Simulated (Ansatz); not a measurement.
# C6H7NO: basis-set convergence

One table from this session's results is given with a row withheld; the runs are named, their logs left out.

Program: Ansatz 0.2.0, Gaussian basis. Level of theory: one geometry, several basis sets. These are calculated values, not measurements.

The runs, in order: PBE0-D4/def2-SVP; ωB97M-V/def2-SVP; PBE0-D4/def2-QZVPP; ωB97M-V/def2-QZVPP; the functionals' def2-TZVPP values are taken from earlier runs.

## The relaxed structure

All runs share one geometry, relaxed beforehand with PBE0-D4 in a triple-zeta def2 set.

SMILES `Nc1cccc(O)c1`, 15 atoms, charge 0, spin multiplicity 1.

Atoms are counted from 1 here; the program's logs count them from 0.

Bond lengths: N1–C2 1.384 Å, N1–H9 1.006 Å, N1–H10 1.006 Å, C2–C3 1.398 Å, C2–C8 1.393 Å, C3–C4 1.382 Å, C3–H11 1.084 Å, C4–C5 1.387 Å, C4–H12 1.084 Å, C5–C6 1.390 Å, C5–H13 1.085 Å, C6–O7 1.357 Å, C6–C8 1.386 Å, O7–H14 0.961 Å, C8–H15 1.084 Å. Angles: C2–N1–H9 115.7°, C2–N1–H10 115.5°, H9–N1–H10 112.7°, N1–C2–C3 120.5°, N1–C2–C8 120.3°, C3–C2–C8 119.2°, C2–C3–C4 119.8°, C2–C3–H11 119.8°, C4–C3–H11 120.4°, C3–C4–C5 121.4°, C3–C4–H12 119.3°, C5–C4–H12 119.3°, C4–C5–C6 118.6°, C4–C5–H13 120.9°, C6–C5–H13 120.5°, C5–C6–O7 122.2°, C5–C6–C8 120.8°, O7–C6–C8 117.0° and more.

Set-up of the first run:

in.yaml

```yaml
crystal:
  periodic: [false, false, false]
  atoms:
    - {symbol: N, position_ang: [0.952918, 1.327585, 1.885806]}
    - {symbol: C, position_ang: [0.495675, 0.528305, 0.853089]}
    - {symbol: C, position_ang: [1.102107, -0.703365, 0.587702]}
    - {symbol: C, position_ang: [0.598703, -1.514832, -0.411016]}
    - {symbol: C, position_ang: [-0.502343, -1.135423, -1.163494]}
    - {symbol: C, position_ang: [-1.101417, 0.090374, -0.895942]}
    - {symbol: O, position_ang: [-2.180549, 0.534421, -1.589478]}
    - {symbol: C, position_ang: [-0.610327, 0.917353, 0.101543]}
    - {symbol: H, position_ang: [0.714713, 2.303107, 1.820409]}
    - {symbol: H, position_ang: [1.910410, 1.178740, 2.157031]}
    - {symbol: H, position_ang: [1.960583, -1.018483, 1.170311]}
    - {symbol: H, position_ang: [1.075388, -2.467881, -0.611267]}
    - {symbol: H, position_ang: [-0.890036, -1.778948, -1.946443]}
    - {symbol: H, position_ang: [-2.421362, -0.125373, -2.245257]}
    - {symbol: H, position_ang: [-1.104462, 1.864419, 0.287006]}
basis:
  gaussian: {orbitals: def2-SVP}
hamiltonian: {xc: pbe0, dispersion: d4}
output: {orbitals: {seedname: orbitals}}
```

Launch:

```
> ansatz run in.yaml --threads 2 --pin off --events-out ev --progress --plain --max-ram 32768MiB --backend cpu
```

Steps of the session up to this table: PBE0-D4 in def2-SVP; ωB97M-V in def2-SVP; PBE0-D4 in def2-QZVPP; ωB97M-V in def2-QZVPP.

One table of the session follows, with a row left open; its other results are not shown here.

It belongs to the step «Density functionals: the series». 

```
functional       basis  HOMO (eV)  LUMO (eV)
   PBE0-D4    def2-SVP      -5.74       0.35
   PBE0-D4  def2-TZVPP      -5.86       0.13
   PBE0-D4  def2-QZVPP          ?          ?
   ωB97M-V    def2-SVP      -7.80       2.41
   ωB97M-V  def2-TZVPP      -7.93       2.10
   ωB97M-V  def2-QZVPP      -7.97       1.74
```

**Question.** Estimate the row for PBE0-D4, def2-QZVPP.

The run gave: HOMO (eV): -5.90; LUMO (eV): 0.05. In the column «HOMO (eV)» it lies between ωB97M-V, def2-SVP (-7.80) and PBE0-D4, def2-TZVPP (-5.86).
